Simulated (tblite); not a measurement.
# C4H11NOSi2: the cost of one run

Programs: tblite 0.8.0 and PySCF 2.14.0, with density-fitted response routines of our own. Each step states its level of theory. These are calculated values for one molecule, in the gas phase or a continuum, unless marked as measured. Atoms are numbered from 0 throughout.

## 1. Starting geometry

19 atoms, charge 0, multiplicity 1; geometry from: force field or distance geometry start.

Bonds of the start (Å): C0–N1 1.45, N1–C2 1.28, C2–Si3 1.87, Si3–C4 1.85, C4–C5 1.51, C5–Si6 1.86, Si6–O7 1.71, O7–Si3 1.71, C0–H8 1.12, C0–H9 1.13, C0–H10 1.10, C2–H11 1.06, Si3–H12 1.45, C4–H13 1.09, C4–H14 1.11, C5–H15 1.11, C5–H16 1.09, Si6–H17 1.47, Si6–H18 1.48.

## 2. Geometry optimisation with GFN2-xTB

The job: settings as JSON, then the geometry in Å.

```
{"job": {"kind": "relax", "xc": "GFN2-xTB", "basis": "xTB"}, "charge": 0, "multiplicity": 1}
C      3.817000     0.239300    -0.240500
N      2.419800     0.362900    -0.616200
C      1.533200    -0.443900    -0.165300
Si    -0.204500    -0.103100    -0.778100
C     -1.450900    -1.211200     0.019100
C     -2.667000    -0.381600     0.356000
Si    -2.211400     1.415200     0.163100
O     -0.559700     1.500300    -0.290100
H      4.475200     0.408100    -1.132800
H      4.101300     1.048400     0.491300
H      4.053100    -0.747100     0.180600
H      1.758900    -1.241700     0.498600
H     -0.282600    -0.170900    -2.224800
H     -1.087200    -1.711800     0.917400
H     -1.815100    -1.980100    -0.692600
H     -3.002700    -0.557900     1.404500
H     -3.479400    -0.583500    -0.343500
H     -2.413400     2.172700     1.407800
H     -2.994500     1.995300    -0.946900
```

Started as:

```
$ OMP_NUM_THREADS=1 python probes_run.py task.json out
```

One launch serves the whole session: the jobs run in the order shown.

Q: Estimate the wall time and peak memory of this first job on 1 thread of Arm Neoverse N1, shared host.

About 3.3 s, with a peak of 0.18 GiB.
